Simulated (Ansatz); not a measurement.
# TiS+ (doublet): from Hartree-Fock to the top rungs, def2-TZVPP

One table from this session's results is given with a row withheld; the runs are named, their logs left out.

Program: Ansatz 0.2.0, Gaussian basis. Level of theory: def2-TZVPP, core rule «outside noble gas», up to 14 orbitals frozen. These are calculated values, not measurements.

The runs, in order: UHF; ROHF; CCSD(T) on UHF.

2 further runs of the same task are left out: 2 set aside as unsound or not needed.

### The system

The geometry is a PBE0/def2-TZVP stationary point (not a proven minimum) of the parent state, kept for this charge and spin.

2 atoms, charge 1, spin multiplicity 2.

Atoms are counted from 1 here; the program's logs count them from 0.

Bond lengths: Ti1–S2 2.066 Å.

Set-up of the first run:

The input, in.yaml:

```yaml
crystal:
  periodic: [false, false, false]
  atoms:
    - {symbol: Ti, position_ang: [0.000000, 0.000000, 0.000000]}
    - {symbol: S, position_ang: [0.000000, 0.000000, 2.066400]}
basis:
  gaussian: {orbitals: def2-TZVPP}
total_charge: 1
magnetization: {spin_polarized: true, initial_magnetization: 1}
hamiltonian: {xc: hf}
output: {orbitals: {seedname: orbitals}}
```

The run is started by

```
> ansatz run in.yaml --threads 1 --pin off --events-out ev --progress --plain --max-ram 4096MiB --backend cpu
```

Among the steps run: UHF; ROHF; CCSD(T) on UHF.

One table of the session follows, with a row left open; its other results are not shown here.

It belongs to the step «Misses and costs». 

```
  method  from UCCSD(T) (kJ/mol)
    ROHF                       ?
     UHF                  +700.4
    UMP2                  +201.0
   UCCSD                   +61.4
UCCSD(T)                       0
```

Q: Estimate the row for ROHF from the others.

As computed: from UCCSD(T) (kJ/mol): +805.6. In the column «from UCCSD(T) (kJ/mol)» it is the highest.

The program flags UCCSD(T) as in doubt (see the logs), so the zero of the table is itself unsure.

Limits of these values: The determinant is far from a pure spin state, so its energy mixes those of several spin states (harmless only where they are near-degenerate, as at dissociation). The program flags UCCSD(T) as in doubt, so the zero of the table is itself unsure.
